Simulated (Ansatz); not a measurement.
# ZrCoF6: the cost of one run

Program: Ansatz 0.2.0. Level of theory: DFT LDA+U (U_eff = 2 eV on Co d), plane waves, PAW. These are calculated values, not measurements.

## (1) Starting point

Symmetry: Fm-3m, No. 225, cubic system. The conventional cell has a = 7.989 Å, b = 7.989 Å, c = 7.989 Å, α = 90.00°, β = 90.00°, γ = 90.00°. Around Zr (site symmetry m-3m) lie 6 F at 1.98 Å. Co (site symmetry m-3m) has 6 F at 2.01 Å as nearest neighbours. Around F (site symmetry 4mm) lie 1 Zr at 1.98 Å and 1 Co at 2.01 Å.

Structure file:

```cif
data_structure
_symmetry_space_group_name_H-M 'P 1'
_symmetry_Int_Tables_number 1
_cell_length_a 5.6491
_cell_length_b 5.6491
_cell_length_c 5.6491
_cell_angle_alpha 60.000
_cell_angle_beta 60.000
_cell_angle_gamma 60.000
_cell_volume 127.47
loop_
_atom_site_label
_atom_site_type_symbol
_atom_site_fract_x
_atom_site_fract_y
_atom_site_fract_z
_atom_site_occupancy
Zr1 Zr 0.50000 0.50000 0.50000 1
Co1 Co 0.00000 0.00000 0.00000 1
F1 F 0.74800 0.25200 0.25200 1
F2 F 0.25200 0.74800 0.25200 1
F3 F 0.25200 0.74800 0.74800 1
F4 F 0.74800 0.25200 0.74800 1
F5 F 0.25200 0.25200 0.74800 1
F6 F 0.74800 0.74800 0.25200 1
```

Magnetic order typed: ferromagnetic.

An earlier series on this cell reached its lowest free state from «from atoms, default search», perhaps among other starts.

## (2) Random orbitals: single harmonics, second filling

Contents of input.yaml:

```yaml
crystal:
  lattice:
    - [0.0, 3.99449973, 3.99449973]
    - [3.99449973, 0.0, 3.99449973]
    - [3.99449973, 3.99449973, 0.0]
  atoms:
    - { symbol: Zr, position: [0.5, 0.5, 0.5] }
    - { symbol: Co, position: [0.0, 0.0, 0.0], spin: 1.0 }
    - { symbol: F, position: [0.748, 0.252, 0.252] }
    - { symbol: F, position: [0.252, 0.748, 0.252] }
    - { symbol: F, position: [0.252, 0.748, 0.748] }
    - { symbol: F, position: [0.748, 0.252, 0.748] }
    - { symbol: F, position: [0.252, 0.252, 0.748] }
    - { symbol: F, position: [0.748, 0.748, 0.252] }
basis:
  ecutwfc: 420
  ecutrho_ratio: 4
kpoints:
  mp_grid: { grid: [4, 4, 4] }
hamiltonian:
  xc: lda
  hubbard:
    sites:
      - { site: 1, l: d, u_eff: 2.0, starting_ns: [{ spin: up, occupation_matrix: s1up }, { spin: down, occupation_matrix: s1down }] }
    occupation_matrices:
      s1up:
        matrix:
          - [0.97, 0.0, 0.0, 0.0, 0.0]
          - [0.0, 0.97, 0.0, 0.0, 0.0]
          - [0.0, 0.0, 0.02, 0.0, 0.0]
          - [0.0, 0.0, 0.0, 0.97, 0.0]
          - [0.0, 0.0, 0.0, 0.0, 0.97]
      s1down:
        matrix:
          - [0.97, 0.0, 0.0, 0.0, 0.0]
          - [0.0, 0.02, 0.0, 0.0, 0.0]
          - [0.0, 0.0, 0.02, 0.0, 0.0]
          - [0.0, 0.0, 0.0, 0.97, 0.0]
          - [0.0, 0.0, 0.0, 0.0, 0.97]
    ns_hold: { iters: 12 }
scf:
  occupations: { method: gaussian, width: 0.05 }
  lower_state_search: "off"
  max_iter: 150
output:
  forces: true
  stress: true
  eigenvalues: true
  populations: true
  hubbard: { sites: [{ site: 1, l: d }] }
magnetization:
  spin_polarized: true
```

The typed matrices put 0.97 on the chosen orbitals and 0.02 on the others, and are held for 12 cycles.

Started as:

```console
$ ansatz run input.yaml --threads 4 --pin off --max-ram 6144MiB --backend cpu --events-out ev --progress --plain --runs-dir out
```

**Question.** How long does this run take on 4 threads of Arm Neoverse V1, shared host, and how much memory does it need?

About 13 s, with a peak of 0.64 GiB.
